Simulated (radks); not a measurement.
# Ar¹³⁺ in [He] 2s2 2p1: an all-electron calculation

The task here is to estimate one member of a computed series from the others.

The numbers are computed with radks (a radial shooting solver on a logarithmic mesh, Libxc functionals) version 1 (non-relativistic Kohn-Sham, r2SCAN, spin-polarised, spherical densities, point nucleus; open shells are filled with parallel spins first), except any that are marked as measured or tabulated.

### Starting point

```
element       : argon (Z = 18)
charge        : +13
electrons     : 5
configuration : [He] 2s2 2p1
```

Outer shells as boxes (Hund's rule):

Ar¹³⁺
```
[He] core
2s [↑↓]
2p [↑ ][  ][  ]
```

The first run:

The run's settings:

```text
Z 18
configuration [He] 2s2 2p1
relativity non-relativistic
functional r2scan,r2scan
spin polarised
nucleus point
```

Run with:

```bash
> python run_ks.py task.json out
```

All runs below come from this command, one after another.

One table of the session follows, with a row left open; its other results are not shown here.

It belongs to the step «Shells». Radial moments (bohr):

```
  level      <r>  outermost maximum (interpolated)  90 % within
  1s up        ?                                 ?            ?
1s down  0.08552                            0.0564        0.152
  2s up   0.3696                             0.317        0.566
2s down   0.3722                             0.318        0.570
  2p up   0.3211                             0.254        0.517
2p down   0.3241                             0.256        0.523
```

Estimate the missing values for 1s up.

**Answer.** <r>: 0.08569; outermost maximum (interpolated): 0.0565; 90 % within: 0.153. In the column «<r>» it lies between 1s down (0.08552) and 2p up (0.3211).

Caveats from the session: Open shells are spherical and high-spin; term and fine-structure splittings are not resolved.
